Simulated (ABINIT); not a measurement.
# GdO (F-43m) in ABINIT: single point with RPBE

Aim: the single point of GdO with RPBE.

Everything below comes from runs of ABINIT 10.8.3 (patched build). Logs are shortened: lines on timing, memory, paths and dates and some standing lists are left out, and cuts for length are marked. The log counts tension as positive stress, the text compression.

### Step 1. Starting point

The structure is cubic, space group F-43m (No. 216). Conventional cell: a = 5.400 Å, b = 5.400 Å, c = 5.400 Å, α = 90.00°, β = 90.00°, γ = 90.00°. Gd (site symmetry -43m) has 4 O at 2.34 Å as nearest neighbours. O (site symmetry -43m) has 4 Gd at 2.34 Å as nearest neighbours.

### Step 2. Single point, RPBE, collinear spin, ferromagnetic start

run.abi reads:

```
pp_dirpath "./"
pseudos "Gd.upf, O.upf"

acell 7.2156860495 7.2156860495 7.2156860495
rprim
     0.0000000000     0.7071067812     0.7071067812
     0.7071067812     0.0000000000     0.7071067812
     0.7071067812     0.7071067812     0.0000000000
ntypat 2
znucl 64 8
natom 2
typat 1 2
xred
     0.0000000000     0.0000000000     0.0000000000
     0.7500000000     0.7500000000     0.7500000000

ecut 36.0

kptopt 1
ngkpt 7 7 7
nshiftk 1
shiftk 0.0 0.0 0.0

ixc 15

nband 18
occopt 3
tsmear 0.05 eV

nsppol 2
spinat
     0.0000000000     0.0000000000     7.0000000000
     0.0000000000     0.0000000000     0.0000000000

nstep 100
tolvrs 1.0e-10

iomode 3
prtwf 0
prteig 0
prtebands 0
prtden 1
prtvha 1
prtvclmb 1
prtpot 1
```

Potentials or basis: PseudoDojo NC SR PBE v0.4 lanthanides 3+ (4f in core; v0.4.1 standard for the other elements).

Launch:

```console
> abinit run.abi > log 2>&1
```

run.abo:

```text
.Version 10.8.3 of ABINIT
 Symmetries : space group F-4 3 m (#216); Bravais cF (face-center cubic)
================================================================================
 Values of the parameters that define the memory need of the present run
     intxc =       0    ionmov =       0      iscf =       7    lmnmax =       7
     lnmax =       7     mgfft =      40  mpssoang =       4    mqgrid =    3001
     natom =       2  nloc_mem =       1    nspden =       2   nspinor =       1
    nsppol =       2      nsym =      24    n1xccc =    2501    ntypat =       2
    occopt =       3   xclevel =       2
       mpw =        2754          nfft =       64000          nkpt =          20
================================================================================
================================================================================

--------------------------------------------------------------------------------
------------- Echo of variables that govern the present computation ------------
--------------------------------------------------------------------------------
 -outvars: echo values of preprocessed input variables --------
            acell      7.2156860495E+00  7.2156860495E+00  7.2156860495E+00 Bohr
              amu      1.57250000E+02  1.59994000E+01
             ecut      3.60000000E+01 Hartree
              ixc          15
         kptrlatt        7    0    0      0    7    0      0    0    7
          kptrlen      5.05098023E+01
            natom           2
            nband          18
            ngfft          40      40      40
             nkpt          20
           nspden           2
           nsppol           2
            nstep         100
             nsym          24
           ntypat           2
           occopt           3
        prtebands           0
           prteig           0
           prtpot           1
         prtvclmb           1
           prtvha           1
            prtwf           0
            rprim      0.0000000000E+00  7.0710678120E-01  7.0710678120E-01
                       7.0710678120E-01  0.0000000000E+00  7.0710678120E-01
                       7.0710678120E-01  7.0710678120E-01  0.0000000000E+00
          spgroup         216
           spinat      0.0000000000E+00  0.0000000000E+00  7.0000000000E+00
                       0.0000000000E+00  0.0000000000E+00  0.0000000000E+00
           tolvrs      1.00000000E-10
           tsmear      1.83746611E-03 Hartree
            typat      1  2
           xangst      0.0000000000E+00  0.0000000000E+00  0.0000000000E+00
                       4.0499999973E+00  4.0499999973E+00  4.0499999973E+00
            xcart      0.0000000000E+00  0.0000000000E+00  0.0000000000E+00
                       7.6533908049E+00  7.6533908049E+00  7.6533908049E+00
             xred      0.0000000000E+00  0.0000000000E+00  0.0000000000E+00
                       7.5000000000E-01  7.5000000000E-01  7.5000000000E-01
            znucl       64.00000    8.00000

================================================================================

 chkinp: Checking input parameters for consistency.

================================================================================
== DATASET  1 ==================================================================

--- !DatasetInfo
iteration_state: {dtset: 1, }
dimensions: {natom: 2, nkpt: 20, mband: 18, nsppol: 2, nspinor: 1, nspden: 2, mpw: 2754, }
cutoff_energies: {ecut:  36.0, pawecutdg:  -1.0, }
electrons: {nelect:   1.70000000E+01, charge:   0.00000000E+00, occopt:   3.00000000E+00, tsmear:   1.83746611E-03, }
meta: {optdriver: 0, ionmov: 0, optcell: 0, iscf: 7, paral_kgb: 0, }
...

 Exchange-correlation functional for the present dataset will be:
  GGA: RPBE functional - ixc=15
  Hammer, L. B. Hansen, and J. K. Norskov, PRB 59, 7413 (1999)

 Real(R)+Recip(G) space primitive vectors, cartesian coordinates (Bohr,Bohr^-1):
 R(1)=  0.0000000  5.1022605  5.1022605  G(1)= -0.0979958  0.0979958  0.0979958
 R(2)=  5.1022605  0.0000000  5.1022605  G(2)=  0.0979958 -0.0979958  0.0979958
 R(3)=  5.1022605  5.1022605  0.0000000  G(3)=  0.0979958  0.0979958 -0.0979958
 Unit cell volume ucvol=  2.6565494E+02 bohr^3
 Angles (23,13,12)=  6.00000000E+01  6.00000000E+01  6.00000000E+01 degrees

 getcut: wavevector=  0.0000  0.0000  0.0000  ngfft=  40  40  40
[... 44 lines left out ...]
  sigma(3 3)=  2.59755141E-05  sigma(2 1)=  0.00000000E+00

--- !ResultsGS
iteration_state: {dtset: 1, }
comment   : Summary of ground state results
lattice_vectors:
- [  0.0000000,   5.1022605,   5.1022605, ]
- [  5.1022605,   0.0000000,   5.1022605, ]
- [  5.1022605,   5.1022605,   0.0000000, ]
lattice_lengths: [   7.21569,    7.21569,    7.21569, ]
lattice_angles: [ 60.000,  60.000,  60.000, ] # degrees, (23, 13, 12)
lattice_volume:   2.6565494E+02
convergence: {deltae: -5.826E-13, res2:  6.426E-11, residm:  5.692E-05, diffor: null, }
etotal    :  -5.82956037E+01
entropy   :   0.00000000E+00
fermie    :   2.68388036E-01
cartesian_stress_tensor: # hartree/bohr^3
- [  2.59755141E-05,   0.00000000E+00,   0.00000000E+00, ]
- [  0.00000000E+00,   2.59755141E-05,   0.00000000E+00, ]
- [  0.00000000E+00,   0.00000000E+00,   2.59755141E-05, ]
pressure_GPa:  -7.6423E-01
xred      :
- [  0.0000E+00,   0.0000E+00,   0.0000E+00, Gd]
- [  7.5000E-01,   7.5000E-01,   7.5000E-01,  O]
cartesian_forces: # hartree/bohr
- [  1.08924656E-25,   1.08924656E-25,  -3.26773968E-25, ]
- [ -1.08924656E-25,  -1.08924656E-25,   3.26773968E-25, ]
force_length_stats: {min:   3.61262215E-25, max:   3.61262215E-25, mean:   3.61262215E-25, }
...

 Integrated electronic and magnetization densities in atomic spheres:
 ------------------------------------------------------------------------------------------------------------
 Radius=ratsph(iatom), smearing ratsm=  0.0000. Diff(up-dn)=approximate z local magnetic moment.
    Atom    Radius    up_density   dn_density  Total(up+dn)  Diff(up-dn)
    1 Gd   2.00000     3.639013     3.504541      7.143554     0.134472
    2  O   2.00000     3.117140     3.057448      6.174588     0.059692
 ------------------------------------------------------------------------------------------------------------
  Sum:                 6.756153     6.561989     13.318142     0.194164
 Total magnetization (from the atomic spheres):                0.194164
 Total magnetization (exact up - dn):                          0.937426

================================================================================

 ----iterations are completed or convergence reached----

 Mean square residual over all n,k,spin=   12.623E-08; max=  56.919E-06
 reduced coordinates (array xred) for    2 atoms
       0.000000000000      0.000000000000      0.000000000000
       0.750000000000      0.750000000000      0.750000000000
 rms dE/dt=  1.5598E-24; max dE/dt=  2.2058E-24; dE/dt below (all hartree)
    1       0.000000000000      0.000000000000     -0.000000000000
    2      -0.000000000000     -0.000000000000      0.000000000000

 cartesian coordinates (angstrom) at end:
    1      0.00000000000000     0.00000000000000     0.00000000000000
    2      4.04999999734936     4.04999999734936     4.04999999734936

 cartesian forces (hartree/bohr) at end:
    1      0.00000000000000     0.00000000000000    -0.00000000000000
    2     -0.00000000000000    -0.00000000000000     0.00000000000000
 frms,max,avg= 2.0857484E-25 3.2677397E-25   0.000E+00  0.000E+00  0.000E+00 h/b

 cartesian forces (eV/Angstrom) at end:
    1      0.00000000000000     0.00000000000000    -0.00000000000000
    2     -0.00000000000000    -0.00000000000000     0.00000000000000
 frms,max,avg= 1.0725349E-23 1.6803393E-23   0.000E+00  0.000E+00  0.000E+00 e/A
 length scales=  7.215686049500  7.215686049500  7.215686049500 bohr
              =  3.818376615836  3.818376615836  3.818376615836 angstroms
 Fermi (or HOMO) energy (hartree) =   0.26839   Average Vxc (hartree)=  -0.35869
 Magnetization (Bohr magneton)=  9.37425685E-01
 Total spin up =  8.96871284E+00   Total spin down =  8.03128716E+00
 Eigenvalues (hartree) for nkpt=  20  k points, SPIN UP:
 kpt#   1, nband= 18, wtk=  0.00292, kpt=  0.0000  0.0000  0.0000 (reduced coord)
  -1.38945   -0.56082   -0.56082   -0.56082   -0.44421    0.05898    0.05898    0.05898
   0.17705    0.36887    0.36887    0.43146    0.43146    0.43146    0.67197    0.69276
   0.69276    0.69276
      occupation numbers for kpt#   1
   1.00000    1.00000    1.00000    1.00000    1.00000    1.00000    1.00000    1.00000
   1.00000    0.00000    0.00000    0.00000    0.00000    0.00000    0.00000    0.00000
   0.00000    0.00000
 prteigrs : prtvol=0 or 1, do not print more k-points.

 Eigenvalues (hartree) for nkpt=  20  k points, SPIN DOWN:
 kpt#   1, nband= 18, wtk=  0.00292, kpt=  0.0000  0.0000  0.0000 (reduced coord)
  -1.38451   -0.55414   -0.55414   -0.55414   -0.44045    0.06499    0.06499    0.06499
   0.23715    0.37863    0.37863    0.45871    0.45871    0.45871    0.71723    0.71723
   0.71723    0.74947
      occupation numbers for kpt#   1
   1.00000    1.00000    1.00000    1.00000    1.00000    1.00000    1.00000    1.00000
   1.00000    0.00000    0.00000    0.00000    0.00000    0.00000    0.00000    0.00000
   0.00000    0.00000
 prteigrs : prtvol=0 or 1, do not print more k-points.

--- !EnergyTerms
iteration_state     : {dtset: 1, }
comment             : Components of total free energy in Hartree
kinetic             :  2.11049222741307E+01
hartree             :  1.10478854492634E+01
xc                  : -1.45868094801562E+01
Ewald energy        : -4.04565235229974E+01
psp_core            :  2.27631807110011E+00
local_psp           : -3.66099398634272E+01
non_local_psp       : -1.07127482818295E+00
internal            : -5.82954219002696E+01
'-kT*entropy'       : -1.81841368586435E-04
total_energy        : -5.82956037416381E+01
total_energy_eV     : -1.58630418985637E+03
band_energy         : -6.32080865031685E+00
...

 Cartesian components of stress tensor (hartree/bohr^3)
  sigma(1 1)=  2.59755141E-05  sigma(3 2)=  0.00000000E+00
  sigma(2 2)=  2.59755141E-05  sigma(3 1)=  0.00000000E+00
  sigma(3 3)=  2.59755141E-05  sigma(2 1)=  0.00000000E+00

-Cartesian components of stress tensor (GPa)         [Pressure= -7.6423E-01 GPa]
- sigma(1 1)=  7.64226009E-01  sigma(3 2)=  0.00000000E+00
- sigma(2 2)=  7.64226009E-01  sigma(3 1)=  0.00000000E+00
- sigma(3 3)=  7.64226009E-01  sigma(2 1)=  0.00000000E+00

== END DATASET(S) ==============================================================
================================================================================

 -outvars: echo values of variables after computation  --------
            acell      7.2156860495E+00  7.2156860495E+00  7.2156860495E+00 Bohr
           etotal     -5.8295603742E+01
            fcart      1.0892465606E-25  1.0892465606E-25 -3.2677396817E-25
                      -1.0892465606E-25 -1.0892465606E-25  3.2677396817E-25
            rprim      0.0000000000E+00  7.0710678120E-01  7.0710678120E-01
                       7.0710678120E-01  0.0000000000E+00  7.0710678120E-01
                       7.0710678120E-01  7.0710678120E-01  0.0000000000E+00
           strten      2.5975514079E-05  2.5975514079E-05  2.5975514079E-05
                       0.0000000000E+00  0.0000000000E+00  0.0000000000E+00
           xangst      0.0000000000E+00  0.0000000000E+00  0.0000000000E+00
                       4.0499999973E+00  4.0499999973E+00  4.0499999973E+00
             xred      0.0000000000E+00  0.0000000000E+00  0.0000000000E+00
                       7.5000000000E-01  7.5000000000E-01  7.5000000000E-01
 Calculation completed.
```

Run time: 61 s. Hardware: 1 thread of Intel Xeon 6975P-C (Granite Rapids), shared host; peak memory 0.11 GiB.

What came out:

```
Free energy                                           : -1586.3042 eV
Pressure                                              : -0.8 GPa
Band gap on the k mesh                                : none (metal or under the smearing width)
Net moment                                            : 0.94 μB per cell
Site moments                                          : Gd +0.13; O +0.06 μB
Valence electrons inside the program's atomic spheres : Gd 7.14; O 6.17
```

Caveat: the cutoff is short for stress, so the pressure is rough; the potentials were made for another functional, which shifts forces and pressure; spin-orbit coupling is left out, which moves the levels of the heavy elements; the 4f electrons are frozen in the core as for a trivalent ion, so they carry no moment and show no levels; a cell with one magnetic atom can't hold antiferromagnetic order, which such compounds often take.
